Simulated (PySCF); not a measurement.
# C6H4F3N: excited states, first hyperpolarisability

Wanted: excited states, first hyperpolarisability for C6H4F3N (`FC(F)(F)c1ccccn1`).

Programs: PySCF 2.14.0, with routines of our own; each step states its level. All values are computed. Atoms count from 0.

## (1) The system as given

14 atoms, charge 0, multiplicity 1; geometry from: GFN2-xTB.

## (2) Geometry optimisation at PBE0-D3(BJ)/def2-SVP

What the job is given:

```
{"job": {"xc": "PBE0", "basis": "def2-SVP", "d3": "d3bj", "grid": 2, "kind": "geom"}, "charge": 0, "multiplicity": 1}
F      2.635370     0.115786    -1.269152
C      2.176331    -0.090276    -0.018982
F      2.671750     0.918106     0.723783
F      2.741245    -1.210727     0.422285
C      0.665702    -0.115926     0.016710
C     -0.041716     1.068268    -0.147104
C     -1.426168     0.995382    -0.122112
C     -2.027836    -0.239477     0.060577
C     -1.217106    -1.356551     0.210207
N      0.101081    -1.298338     0.188128
H      0.477049     2.003814    -0.284047
H     -2.021234     1.888081    -0.243032
H     -3.101636    -0.335167     0.086621
H     -1.633511    -2.343447     0.353952
```

Started as:

```sh
$ OMP_NUM_THREADS=1 python excited_run.py task.json out
```

The driver reads the jobs from task.json and runs them one after another.

Log:

```text
step   0  E = -584.29534879  max force = 0.021122
step   1  E = -584.29696746  max force = 0.009280
step   2  E = -584.29708866  max force = 0.002045
step   3  E = -584.29715765  max force = 0.001254
step   4  E = -584.29720383  max force = 0.002287
step   5  E = -584.29731480  max force = 0.002180
step   6  E = -584.29762830  max force = 0.003911
step   7  E = -584.29709188  max force = 0.008021
step   8  E = -584.29796320  max force = 0.002893
step   9  E = -584.29801337  max force = 0.002179
step  10  E = -584.29805988  max force = 0.000426
step  11  E = -584.29806191  max force = 0.000256
optimisation converged
```

Run time: 2.6 min. Hardware: 1 thread of Arm Neoverse V1, shared host; peak memory 0.76 GiB.

Relaxation path: (the energy doesn't fall at every step)

```tsv
step	energy from step 0 (eV)	largest force component (eV/Å)
0	0.0000	1.0861
1	-0.0440	0.4772
2	-0.0473	0.1052
3	-0.0492	0.0645
4	-0.0505	0.1176
5	-0.0535	0.1121
6	-0.0620	0.2011
7	-0.0474	0.4125
8	-0.0711	0.1488
9	-0.0725	0.1120
10	-0.0738	0.0219
11	-0.0738	0.0132
```

Distances of close pairs at the start and the end, largest changes first:

```tsv
bond	before (Å)	after (Å)	change (Å)
F0–C1	1.348	1.331	-0.017
C8–H13	1.081	1.096	+0.015
C7–H12	1.078	1.092	+0.014
C6–H11	1.080	1.093	+0.013
C5–H10	1.078	1.090	+0.012
C7–C8	1.388	1.397	+0.009
C1–F2	1.347	1.338	-0.008
C5–C6	1.387	1.394	+0.007
```

The final coordinates are the input of the step that follows.

```tsv
at the end point	value
rotational constants (GHz, main isotopes)	2.908, 0.979, 0.839
dipole moment (D)	4.03
```

## (3) Excited states: TDA wB97X-D/aug-cc-pVDZ

What the job is given:

```
{"job": {"kind": "states", "xc": "wB97X-D", "basis": "aug-cc-pVDZ", "tda": true, "soc": true, "nstates": 6, "ntriplets": 5, "nquad": 4}, "charge": 0, "multiplicity": 1}
F      2.609417    -0.749792    -1.205346
C      2.190869    -0.072579    -0.138900
F      2.658310     1.177279    -0.243381
F      2.749750    -0.622506     0.936931
C      0.679757    -0.086013    -0.040788
C     -0.053217     1.098276    -0.031621
C     -1.440644     1.001423     0.058446
C     -2.020319    -0.260334     0.134114
C     -1.183917    -1.379062     0.118003
N      0.137334    -1.295950     0.032418
H      0.450963     2.062927    -0.093945
H     -2.058303     1.902536     0.068411
H     -3.102995    -0.383212     0.204380
H     -1.607273    -2.387986     0.176370
```

With the program's defaults for keys left out, this is: TDA wB97X-D/aug-cc-pVDZ excited states, vertical, gas phase, spin-orbit mean-field couplings.

Log:

```text
coarse grid: 13320 points
cycle   1  E = -585.0363083387  dE =  2.235e+00  |g| = 9.320e-01  |ddm| = 1.702e+01
cycle   2  E = -585.0179834917  dE =  1.832e-02  |g| = 1.080e+00  |ddm| = 5.024e+00
cycle   3  E = -585.2037358156  dE = -1.858e-01  |g| = 6.218e-02  |ddm| = 2.838e+00
cycle   4  E = -585.2044102303  dE = -6.744e-04  |g| = 3.525e-02  |ddm| = 3.604e-01
cycle   5  E = -585.2047043086  dE = -2.941e-04  |g| = 9.694e-03  |ddm| = 1.857e-01
cycle   6  E = -585.2047293800  dE = -2.507e-05  |g| = 2.456e-03  |ddm| = 3.932e-02
cycle   7  E = -585.2047314029  dE = -2.023e-06  |g| = 6.698e-04  |ddm| = 1.233e-02
final grid: 134544 points
cycle   8  E = -585.2157174270  dE = -1.598e-04  |g| = 8.410e-03  |ddm| = 8.665e-01
cycle   9  E = -585.2157198570  dE = -2.430e-06  |g| = 8.844e-03  |ddm| = 9.323e-02
cycle  10  E = -585.2157319871  dE = -1.213e-05  |g| = 7.639e-04  |ddm| = 2.168e-02
cycle  11  E = -585.2157320983  dE = -1.112e-07  |g| = 5.643e-04  |ddm| = 8.094e-03
cycle  12  E = -585.2157321786  dE = -8.029e-08  |g| = 1.144e-04  |ddm| = 3.259e-03
cycle  13  E = -585.2157321827  dE = -4.119e-09  |g| = 3.993e-05  |ddm| = 6.285e-04
cycle  14  E = -585.2157321837  dE = -9.713e-10  |g| = 1.594e-05  |ddm| = 3.934e-04
converged SCF energy = -585.2157321837

Singlet excitations
state   eV       nm        f     d(h-e)  d(exc)  Lambda  PR(NTO)  |dmu|/D   mu/D   main configurations
  1   5.0947   243.4   0.00498   1.005   2.590   0.539   1.007    2.220    2.860   H-1->L 0.91
  2   5.4506   227.5   0.00051   1.122   2.668   0.485   1.006    2.546    2.318   H-1->L+1 0.92
  3   5.6660   218.8   0.04246   0.062   2.572   0.710   1.798    0.325    3.944   H->L 0.57, H-2->L+1 0.28
  4   6.6143   187.4   0.03509   0.107   2.671   0.792   1.954    0.202    4.458   H->L+1 0.50, H-2->L 0.34
  5   7.3976   167.6   0.00486   1.630   4.401   0.179   1.028                     H->L+2 0.78
  6   7.5613   164.0   0.02118   1.610   4.373   0.153   1.018                     H-1->L+2 0.57, H-1->L+4 0.14, H-1->L+3 0.09

Triplet excitations (Tamm-Dancoff)
state   eV     d(h-e)  d(exc)  Lambda  PR(NTO)   main configurations
  1   4.3312   0.106   2.393   0.770   1.561   H->L+1 0.44, H->L 0.23, H-2->L 0.22
  2   4.3965   0.953   2.475   0.531   1.009   H-1->L 0.86
  3   4.7000   0.152   2.520   0.716   1.023   H->L 0.67, H->L+1 0.17
  4   5.0228   0.111   2.514   0.803   1.753   H-2->L 0.67, H->L+1 0.28
  5   5.3050   1.098   2.663   0.486   1.010   H-1->L+1 0.88
S1 - T1 = 0.7635 eV

Spin-orbit couplings |<S|Hso|T>| (cm-1)
             T1       T2       T3       T4       T5
S0        1.502   25.592    0.939    0.830    4.227
S1        5.450    0.154    2.924    8.287    0.332
S2        1.794    0.413    2.472    1.503    0.027
S3        0.899    2.013    0.300    0.131    6.007
S4        0.272    6.525    0.638    0.059    1.799
S5        0.324    0.205    1.115    0.447    0.116
S6        0.042    0.570    0.050    0.024    0.740
T1 sublevels (cm-1): 0.000 0.000 0.059   radiative rates (1/s): 0.0461 0.0209 1.93
```

It took 68 s on 1 thread of Arm Neoverse V1, shared host; peak memory 1.1 GiB.

In short:

```tsv
quantity	value
S1 less T1	0.76 eV
```

## (4) Excited states: TDDFT CAM-B3LYP/aug-cc-pVDZ

The job, as its differences from that of step 3:

```diff
@@ -1,2 +1,2 @@
-{"job": {"kind": "states", "xc": "wB97X-D", "basis": "aug-cc-pVDZ", "tda": true, "soc": true, "nstates": 6, "ntriplets": 5, "nquad": 4}, "charge": 0, "multiplicity": 1}
+{"job": {"kind": "states", "xc": "CAM-B3LYP", "basis": "aug-cc-pVDZ", "tpa": true, "nstates": 8, "nquad": 6, "ntriplets": 0}, "charge": 0, "multiplicity": 1}
 F      2.609417    -0.749792    -1.205346
```

Method: TDDFT CAM-B3LYP/aug-cc-pVDZ excited states, vertical, gas phase, two-photon moments by quadratic response.

Log:

```text
coarse grid: 13320 points
cycle   1  E = -585.0083518116  dE =  2.171e+00  |g| = 9.249e-01  |ddm| = 2.187e+01
cycle   2  E = -584.9471246972  dE =  6.123e-02  |g| = 1.183e+00  |ddm| = 5.528e+00
cycle   3  E = -585.1705477604  dE = -2.234e-01  |g| = 6.565e-02  |ddm| = 3.211e+00
cycle   4  E = -585.1711437408  dE = -5.960e-04  |g| = 4.207e-02  |ddm| = 3.791e-01
cycle   5  E = -585.1715561247  dE = -4.124e-04  |g| = 1.090e-02  |ddm| = 2.083e-01
cycle   6  E = -585.1715852975  dE = -2.917e-05  |g| = 2.860e-03  |ddm| = 4.874e-02
cycle   7  E = -585.1715875290  dE = -2.232e-06  |g| = 6.375e-04  |ddm| = 1.275e-02
final grid: 134544 points
cycle   8  E = -585.1862477303  dE = -2.936e-05  |g| = 4.029e-03  |ddm| = 2.689e-01
cycle   9  E = -585.1862478937  dE = -1.634e-07  |g| = 4.321e-03  |ddm| = 3.914e-02
cycle  10  E = -585.1862513056  dE = -3.412e-06  |g| = 3.632e-04  |ddm| = 1.447e-02
cycle  11  E = -585.1862513272  dE = -2.158e-08  |g| = 2.061e-04  |ddm| = 2.432e-03
cycle  12  E = -585.1862513363  dE = -9.112e-09  |g| = 6.017e-05  |ddm| = 9.358e-04
cycle  13  E = -585.1862513372  dE = -8.863e-10  |g| = 1.727e-05  |ddm| = 2.519e-04
converged SCF energy = -585.1862513372

Singlet excitations
state   eV       nm        f     d(h-e)  d(exc)  Lambda  PR(NTO)  |dmu|/D   mu/D   delta(TPA)   sigma/GM   main configurations
  1   5.0570   245.2   0.00373   1.008   2.598   0.493   1.011    2.262    2.874        0.65      0.006   H-1->L 0.97
  2   5.4694   226.7   0.00026   1.130   2.688   0.408   1.008    2.581    2.391        0.10      0.001   H-1->L+1 0.98
  3   5.5687   222.6   0.04739   0.070   2.577   0.697   1.766    0.328    4.005        1.52      0.017   H->L 0.69, H-2->L+1 0.22
  4   6.3422   195.5   0.03572   0.096   2.666   0.808   1.955    0.185    4.461        3.73      0.055   H->L+1 0.59, H-2->L 0.32
  5   7.1658   173.0   0.00408   1.689   4.381   0.204   1.022    7.423    3.171       61.55      1.158   H->L+2 0.90
  6   7.2728   170.5   0.48299   0.099   2.748   0.726   2.111    0.096    4.427        0.93      0.018   H-2->L 0.36, H-2->L+1 0.26, H->L+1 0.23
  7   7.3641   168.4   0.46229   0.340   3.016   0.635   2.274                                            H-2->L+1 0.43, H-2->L 0.21, H->L 0.12
  8   7.3904   167.8   0.11777   1.366   4.219   0.217   1.206                                            H-1->L+2 0.63, H-1->L+4 0.11
```

It took 95 s on 1 thread of Arm Neoverse V1, shared host; peak memory 1.1 GiB.

## (5) First hyperpolarisability: quadratic response CAM-B3LYP/aug-cc-pVDZ

The job, as its differences from that of step 4:

```diff
@@ -1,2 +1,2 @@
-{"job": {"kind": "states", "xc": "CAM-B3LYP", "basis": "aug-cc-pVDZ", "tpa": true, "nstates": 8, "nquad": 6, "ntriplets": 0}, "charge": 0, "multiplicity": 1}
+{"job": {"kind": "beta", "xc": "CAM-B3LYP", "basis": "aug-cc-pVDZ"}, "charge": 0, "multiplicity": 1}
 F      2.609417    -0.749792    -1.205346
```

Method: quadratic response CAM-B3LYP/aug-cc-pVDZ first hyperpolarisability, Taylor convention, gas phase.

Log:

```text
coarse grid: 13320 points
cycle   1  E = -585.0083518116  dE =  2.171e+00  |g| = 9.249e-01  |ddm| = 2.187e+01
cycle   2  E = -584.9471246972  dE =  6.123e-02  |g| = 1.183e+00  |ddm| = 5.528e+00
cycle   3  E = -585.1705477604  dE = -2.234e-01  |g| = 6.565e-02  |ddm| = 3.211e+00
cycle   4  E = -585.1711437408  dE = -5.960e-04  |g| = 4.207e-02  |ddm| = 3.791e-01
cycle   5  E = -585.1715561247  dE = -4.124e-04  |g| = 1.090e-02  |ddm| = 2.083e-01
cycle   6  E = -585.1715852975  dE = -2.917e-05  |g| = 2.860e-03  |ddm| = 4.874e-02
cycle   7  E = -585.1715875290  dE = -2.232e-06  |g| = 6.375e-04  |ddm| = 1.275e-02
final grid: 134544 points
cycle   8  E = -585.1862477303  dE = -2.936e-05  |g| = 4.029e-03  |ddm| = 2.689e-01
cycle   9  E = -585.1862478937  dE = -1.634e-07  |g| = 4.321e-03  |ddm| = 3.914e-02
cycle  10  E = -585.1862513056  dE = -3.412e-06  |g| = 3.632e-04  |ddm| = 1.447e-02
cycle  11  E = -585.1862513272  dE = -2.158e-08  |g| = 2.061e-04  |ddm| = 2.432e-03
cycle  12  E = -585.1862513363  dE = -9.112e-09  |g| = 6.017e-05  |ddm| = 9.358e-04
cycle  13  E = -585.1862513372  dE = -8.863e-10  |g| = 1.727e-05  |ddm| = 2.519e-04
converged SCF energy = -585.1862513372

Lowest singlets (eV, f): 5.0570 0.0037  5.4694 0.0003  5.5687 0.0474

First hyperpolarisability (au)
process     nm      |vector|   parallel      HRS      DR
static         -      178.50     -99.44       66.0   8.311
shg       1907.0      183.83    -102.33      68.04   8.227
eope      1907.0      180.24    -100.38          -       -
shg       1064.0      197.00    -109.46      73.08   8.034
eope      1064.0      184.22    -102.54          -       -
```

It took 67 s on 1 thread of Arm Neoverse V1, shared host; peak memory 1.1 GiB.

## (6) Results

| quantity | value |
| --- | --- |
| rotational constants (main isotopes) | 2.91, 0.98, 0.84 GHz |
| S1 less T1 (step 3, TDA wB97X-D/aug-cc-pVDZ) | 0.76 eV |
| β vector (step 5, quadratic response CAM-B3LYP/aug-cc-pVDZ) | static 178, SHG 1907.0 nm 184, SHG 1064.0 nm 197 au |

In words: Over 11 steps the energy fell by 0.074 eV; of the close pairs, F0–C1 changed most, 1.348 to 1.331 Å. In step 3, the number of triplets below S1 is 4, and the largest singlet-triplet spin-orbit coupling is S0–T2, 25.59 cm⁻¹. β grows from 178 au (static) to 197 au for doubling at 1064.0 nm: normal dispersion, which grows as twice the photon energy moves toward the bright states.
